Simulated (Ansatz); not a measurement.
# MnO (Manganosite): the cost of one run

Method: DFT PBE+U (U_eff = 3.9 eV on Mn 3d), scalar-relativistic, plane waves, PAW, in Ansatz 0.2.0.

These runs use a low cutoff (300 eV) and a coarse mesh on purpose, to show what cheap settings give: their numbers aren't properties of the material.

## Step 1: The starting structure

The structure is trigonal, space group R-3m (No. 166). Conventional cell: a = 3.210 Å, b = 3.210 Å, c = 7.729 Å, α = 90.00°, β = 90.00°, γ = 120.00°. Mn (site symmetry -3m) has 6 O at 2.26 Å as nearest neighbours. O (site symmetry -3m) is surrounded by 6 Mn at 2.26 Å.

Structure file:

```cif
data_structure
_symmetry_space_group_name_H-M 'R-3m:H'
_symmetry_Int_Tables_number 166
_cell_length_a 3.2101
_cell_length_b 3.2101
_cell_length_c 7.7289
_cell_angle_alpha 90.000
_cell_angle_beta 90.000
_cell_angle_gamma 120.000
_cell_volume 68.97
loop_
_atom_site_label
_atom_site_type_symbol
_atom_site_symmetry_multiplicity
_atom_site_Wyckoff_symbol
_atom_site_fract_x
_atom_site_fract_y
_atom_site_fract_z
_atom_site_occupancy
Mn1 Mn 3 a 0.00000 0.00000 0.00000 1
O1 O 3 b 0.66667 0.33333 0.83333 1
```

An earlier run at PBE+U (U_eff = 3.9 eV on Mn 3d) left this cell at 11.495 Å³/atom and -0.01 GPa (6×6×6 mesh). The large moments point both ways and cancel.

Volume factors to run: 0.980, 1.020, 0.960, 1.040.

## Step 2: Volume × 0.980

The input, input.yaml:

```yaml
crystal:
  lattice:
    - [0.0, 2.2546362207, 2.2546362207]
    - [2.2546362206, 0.0, 2.2546362207]
    - [4.4579666731, 2.2033304524, -2.2033304524]
  atoms:
    - { symbol: Mn, position: [0.0, 0.0, 0.0], spin: 4.71 }
    - { symbol: O, position: [0.75, 0.5000000001, 0.2499999999] }
    - { symbol: Mn, position: [0.5, 0.0, 0.5], spin: -4.71 }
    - { symbol: O, position: [1.25, 0.4999999999, 0.7500000001] }
basis:
  ecutwfc: 300
  ecutrho_ratio: 4
kpoints:
  mp_grid: { grid: [6, 6, 6] }
hamiltonian:
  xc: pbe
  hubbard:
    sites:
      - { species: Mn, l: d, u_eff: 3.9, starting_ns: start.occupation_matrices }
    ns_hold: { iters: 6 }
scf:
  occupations: { method: gaussian, width: 0.05 }
  lower_state_search: "off"
output:
  forces: true
  stress: true
  eigenvalues: true
  populations: true
magnetization:
  spin_polarized: true
relax:
  f_tol: 0.01
  max_steps: 40
  cell: { stress_tol: 0.1, fix: [volume] }
```

The open shells start from the occupation matrices of the run at the neighbouring geometry (file start.occupation_matrices).

Started as:

```sh
> ansatz run input.yaml --threads 1 --pin off --max-ram 2560MiB --backend cpu --events-out ev --progress --plain --runs-dir out
```

Q: Estimate wall time and peak memory on 1 thread of Intel Xeon Platinum 8175M at 2.50GHz (Skylake/Cascade Lake), shared host.

About 18 s, with a peak of 0.43 GiB.
